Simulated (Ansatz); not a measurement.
SbSi, a scan of the bond length

Program: the Ansatz DFT code, driven from Python.

The cells in order, each with its output:

**Cell 1**
```python
import ansatz as az
from ase import Atoms
from ase.data import atomic_masses, atomic_numbers
import matplotlib.pyplot as plt
import numpy as np
```

**Cell 2**
```python
atoms = Atoms(["Si", "Sb"], positions=[
    (0.0, 0.0, 0.0),
    (0.0, 0.0, 2.48),
])
system = az.Crystal.molecule_from_ase(atoms)

symbols = [site.symbol for site in system.cartesian_sites]
start = np.array([site.position_ang for site in system.cartesian_sites])
axis = (start[1] - start[0]) / np.linalg.norm(start[1] - start[0])
moving = [1]
lengths, energies = [2.182, 2.282, 2.381, 2.48, 2.579, 2.678, 2.778, 2.926], []
for length in lengths:
    xyz = start.copy()
    xyz[moving] += (length - np.linalg.norm(start[1] - start[0])) * axis
    point = az.Crystal.molecule()
    for symbol, place in zip(symbols, xyz):
        point = point.atom(symbol, place.tolist())
    base = (
        point.calculation()
        .basis(gaussian="def2-SVP")
        .functional("cam_b3lyp")
        .spin("collinear", total=1)
    )
    rep = base.run(threads=1).report
    energies.append(rep["free_energy_ev"])
    print(f"r = {length:6.3f} A  E = {energies[-1]:.5f} eV  <S^2> = {abs(rep['mean_field']['state']['spin_squared']):.3f}")

# quartic fit about the minimum
fit = np.polynomial.Polynomial.fit(lengths, np.array(energies) - min(energies), 4).convert()
roots = [r.real for r in fit.deriv().roots() if abs(r.imag) < 1e-9 and fit.deriv(2)(r.real) > 0]
r_e = min(roots, key=lambda r: abs(r - lengths[int(np.argmin(energies))]))
print(f"minimum of the fit at {r_e:.4f} A, force constant {fit.deriv(2)(r_e):.2f} eV/A^2")
m1, m2 = (atomic_masses[atomic_numbers[s]] for s in symbols)
mu = m1 * m2 / (m1 + m2)
print(f"harmonic wavenumber {521.4709 * np.sqrt(fit.deriv(2)(r_e) / mu):.0f} 1/cm, rotational constant {16.857629 / (mu * r_e ** 2):.4f} 1/cm")
plt.figure(figsize=(4.5, 3))
plt.plot(lengths, np.array(energies) - min(energies), "o-")
plt.xlabel("bond length (A)")
plt.ylabel("E - E(min) (eV)")
plt.tight_layout()
plt.savefig("scan.png", dpi=100)
```
Output:
```text
r =  2.182 A  E = -14410.02219 eV  <S^2> = 0.766
r =  2.282 A  E = -14410.30442 eV  <S^2> = 0.753
r =  2.381 A  E = -14410.36571 eV  <S^2> = 0.758
r =  2.480 A  E = -14410.27670 eV  <S^2> = 0.807
r =  2.579 A  E = -14410.10726 eV  <S^2> = 1.004
r =  2.678 A  E = -14409.90770 eV  <S^2> = 1.198
r =  2.778 A  E = -14409.69416 eV  <S^2> = 1.350
r =  2.926 A  E = -14409.37486 eV  <S^2> = 1.514
minimum of the fit at 2.3628 A, force constant 15.84 eV/A^2
harmonic wavenumber 434 1/cm, rotational constant 0.1323 1/cm
```

The lowest point is at 2.381 Å. At the shortest distance (2.18 Å) the energy is 0.34 eV higher, at the longest (2.93 Å) 0.99 eV.

Notes:
- Total energies depend on the basis set; only differences at equal settings carry meaning.
- The basis set is modest, and single-reference methods fail as a bond breaks.
- def2 sets replace the cores of elements past krypton by effective core potentials.
- The run takes the species as open-shell (spin multiplicity 2), which needn't be its ground state.
- The expectation value of S² is noticeably off S(S+1) in at least one run, so that state is spin-contaminated.
- Spin-orbit coupling of the heavy open-shell atom is left out.
- The spin state was assumed, and another may lie lower.
- It ran for 54 s on 1 thread of Arm Neoverse V1, with other jobs on the host, peak memory 0.24 GiB.
